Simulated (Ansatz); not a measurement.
# CH₃AlClFSe: how energies converge with the basis set

One table from this session's results is given with a row withheld; the runs are named, their logs left out.

Method: one geometry, several basis sets; program: Ansatz 0.2.0, Gaussian basis.

Levels to be run: PBE0-D4/def2-SVP; ωB97M-V/def2-SVP; PBE0-D4/def2-QZVPP; ωB97M-V/def2-QZVPP; the functionals' def2-TZVPP values are taken from earlier runs.

### Structure used throughout

An earlier PBE0-D4 in a triple-zeta def2 set relaxation fixed the geometry.

SMILES `C[Se][Al]([F])[Cl]`, 8 atoms, charge 0, spin multiplicity 1.

Atoms are counted from 1 here; the program's logs count them from 0.

Bond lengths: C1–Se2 1.967 Å, C1–H6 1.086 Å, C1–H7 1.086 Å, C1–H8 1.088 Å, Se2–Al3 2.281 Å, Al3–F4 1.640 Å, Al3–Cl5 2.084 Å. Angles: Se2–C1–H6 110.4°, Se2–C1–H7 110.4°, Se2–C1–H8 105.5°, H6–C1–H7 110.6°, H6–C1–H8 109.9°, H7–C1–H8 109.9°, C1–Se2–Al3 98.2°, Se2–Al3–F4 119.6°, Se2–Al3–Cl5 121.8°, F4–Al3–Cl5 118.6°.

The first run:

File in.yaml:

```yaml
crystal:
  periodic: [false, false, false]
  atoms:
    - {symbol: C, position_ang: [-0.793303, -0.353853, 1.147104]}
    - {symbol: Se, position_ang: [0.838834, -1.155473, 0.397828]}
    - {symbol: Al, position_ang: [1.115839, 0.259259, -1.370138]}
    - {symbol: F, position_ang: [2.383705, 0.043908, -2.387166]}
    - {symbol: Cl, position_ang: [-0.202236, 1.830928, -1.736318]}
    - {symbol: H, position_ang: [-1.608386, -0.416028, 0.431616]}
    - {symbol: H, position_ang: [-0.612713, 0.678956, 1.431403]}
    - {symbol: H, position_ang: [-1.029540, -0.944796, 2.029771]}
basis:
  gaussian: {orbitals: def2-SVP}
hamiltonian: {xc: pbe0, dispersion: d4}
output: {orbitals: {seedname: orbitals}}
```

Steps of the session up to this table: PBE0-D4 in def2-SVP; ωB97M-V in def2-SVP; PBE0-D4 in def2-QZVPP; ωB97M-V in def2-QZVPP.

One of the session's tables, all rows but one given; the rest of the session is left out.

It belongs to the step «Density functionals: the series». 

```
functional       basis  HOMO (eV)
   PBE0-D4    def2-SVP      -7.20
   PBE0-D4  def2-TZVPP      -7.29
   PBE0-D4  def2-QZVPP      -7.30
   ωB97M-V    def2-SVP          ?
   ωB97M-V  def2-TZVPP      -9.41
   ωB97M-V  def2-QZVPP      -9.43
```

**Question.** Estimate the row for ωB97M-V, def2-SVP.

As computed: HOMO (eV): -9.29. In the column «HOMO (eV)» it lies between ωB97M-V, def2-TZVPP (-9.41) and PBE0-D4, def2-QZVPP (-7.30).
